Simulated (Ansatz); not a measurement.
# Mg2ZnTeS2: the cost of one run

Computed with Ansatz 0.2.0 (DFT PBE, scalar-relativistic, plane waves, PAW, unless a step names another level, unless a step's input says otherwise).

### Step 1. The starting structure

Symmetry: Cmc2_1, No. 36, orthorhombic system. Conventional cell: a = 12.320 Å, b = 7.218 Å, c = 6.805 Å, α = 90.00°, β = 90.00°, γ = 90.00°. Mg (site symmetry 1) is surrounded by 3 S at 2.48 Å and 1 Te at 2.80 Å. Zn (site symmetry m) has 2 S at 2.38 Å and 2 Te at 2.66 to 2.67 Å as nearest neighbours. Around Te (site symmetry m) lie 2 Zn at 2.66 to 2.67 Å and 2 Mg at 2.80 Å. S (site symmetry 1) is surrounded by 1 Zn at 2.38 Å and 3 Mg at 2.48 Å.

Coordinates:

```cif
data_structure
_symmetry_space_group_name_H-M 'P 1'
_symmetry_Int_Tables_number 1
_cell_length_a 7.1393
_cell_length_b 7.1393
_cell_length_c 6.8053
_cell_angle_alpha 90.000
_cell_angle_beta 90.000
_cell_angle_gamma 60.727
_cell_volume 302.57
loop_
_atom_site_label
_atom_site_type_symbol
_atom_site_fract_x
_atom_site_fract_y
_atom_site_fract_z
_atom_site_occupancy
Mg1 Mg 0.52814 0.83345 0.01832 1
Mg2 Mg 0.16655 0.47186 0.01832 1
Mg3 Mg 0.83345 0.52814 0.51832 1
Mg4 Mg 0.47186 0.16655 0.51832 1
Zn1 Zn 0.80689 0.19311 0.97725 1
Zn2 Zn 0.19311 0.80689 0.47725 1
Te1 Te 0.16136 0.83864 0.86668 1
Te2 Te 0.83864 0.16136 0.36668 1
S1 S 0.83069 0.50158 0.88222 1
S2 S 0.49842 0.16931 0.88222 1
S3 S 0.50158 0.83069 0.38222 1
S4 S 0.16931 0.49842 0.38222 1
```

It came out lowest among 17 distinct ends of the trial cells. At a tolerance of 0.02 Å it has space group Cmc2_1 (No. 36).

### Step 2. A stricter relaxation, on the response runs' mesh and smearing

input.yaml

```yaml
crystal:
  lattice:
    - [6.1600204076, -3.6088171567, 0.0]
    - [6.1600204076, 3.6088171567, 0.0]
    - [0.0, 0.0, 6.8053183372]
  atoms:
    - { symbol: Mg, position: [0.5281379993, 0.8334470827, 0.0183229758] }
    - { symbol: Mg, position: [0.1665529173, 0.4718620007, 0.0183229758] }
    - { symbol: Mg, position: [0.8334470827, 0.5281379993, 0.5183229758] }
    - { symbol: Mg, position: [0.4718620007, 0.1665529173, 0.5183229758] }
    - { symbol: Zn, position: [0.8068888959, 0.1931111041, 0.9772466113] }
    - { symbol: Zn, position: [0.1931111041, 0.8068888959, 0.4772466113] }
    - { symbol: Te, position: [0.1613620953, 0.8386379047, 0.8666773255] }
    - { symbol: Te, position: [0.8386379047, 0.1613620953, 0.3666773255] }
    - { symbol: S, position: [0.8306918284, 0.5015794886, 0.8822150558] }
    - { symbol: S, position: [0.4984205114, 0.1693081716, 0.8822150558] }
    - { symbol: S, position: [0.5015794886, 0.8306918284, 0.3822150558] }
    - { symbol: S, position: [0.1693081716, 0.4984205114, 0.3822150558] }
basis:
  ecutwfc: 420
kpoints:
  mp_grid: { grid: [6, 6, 4] }
hamiltonian:
  xc: pbe
scf:
  occupations: { method: fixed }
output:
  forces: true
  stress: true
  eigenvalues: true
relax:
  adjacent_minimum: "off"
  f_tol: 0.001
  max_steps: 60
  cell: { stress_tol: 0.01 }
```

Command:

```sh
> ansatz run input.yaml --threads 3 --pin off --max-ram 7680MiB --backend cpu --events-out ev --progress --plain --runs-dir out
```

What time and memory should one allow on 3 threads of Intel Xeon 6975P-C (Granite Rapids), shared host?

About 77 s, with a peak of 1.1 GiB.
